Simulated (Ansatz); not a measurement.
# C5HSi: the cost of one run

Computed with Ansatz 0.2.0 (the levels named in each step, unless a step's input says otherwise).

## (1) The structure to begin with

Bond lengths: C1–C2 1.220 Å, C2–C3 1.323 Å, C3–C4 1.257 Å, C4–C5 1.290 Å, C5–Si6 1.751 Å, C1–H7 1.047 Å. Angles: C1–C2–C3 180.0°, C2–C1–H7 180.0°, C2–C3–C4 180.0°, C3–C4–C5 180.0°, C4–C5–Si6 180.0°.

Coordinates:

```xyz
7

C     0.0000    0.0000   -2.6352
C     0.0000    0.0000   -1.4152
C     0.0000    0.0000   -0.0918
C     0.0000    0.0000    1.1648
C     0.0000    0.0000    2.4546
Si    0.0000    0.0000    4.2055
H     0.0000    0.0000   -3.6827
```

## (2) A rough first relaxation, PBE-D4/def2-SVP

This run stands in another session on the same molecule. It ended at:

```xyz
7

C     0.0000    0.0000   -2.6686
C     0.0000    0.0000   -1.4229
C     0.0000    0.0000   -0.0862
C     0.0000    0.0000    1.1904
C     0.0000    0.0000    2.5063
Si    0.0000    0.0000    4.2308
H     0.0000    0.0000   -3.7498
```

## (3) Relaxation, PBE0-D4/def2-TZVPP

The input, input.yaml:

```yaml
crystal:
  periodic: [false, false, false]
  atoms:
    - { symbol: C, position_ang: [0.0, 0.0, -2.66859867] }
    - { symbol: C, position_ang: [0.0, 0.0, -1.42289315] }
    - { symbol: C, position_ang: [0.0, 0.0, -0.08620801] }
    - { symbol: C, position_ang: [0.0, 0.0, 1.19039341] }
    - { symbol: C, position_ang: [0.0, 0.0, 2.50630657] }
    - { symbol: Si, position_ang: [0.0, 0.0, 4.23082766] }
    - { symbol: H, position_ang: [0.0, 0.0, -3.74982781] }
magnetization:
  spin_polarized: true
  initial_magnetization: 1
basis:
  gaussian: { orbitals: def2-TZVPP }
hamiltonian:
  xc: pbe0
  dispersion: d4
relax:
  f_tol: 0.002
  max_steps: 150
```

Launch:

```
> ansatz run input.yaml --threads 4 --pin off --max-ram 10240MiB --backend cpu --events-out ev --progress --plain --runs-dir out
```

**Question.** How long does this run take on 4 threads of Arm Neoverse V2, shared host, and how much memory does it need?

About 59 s, with a peak of 0.64 GiB.
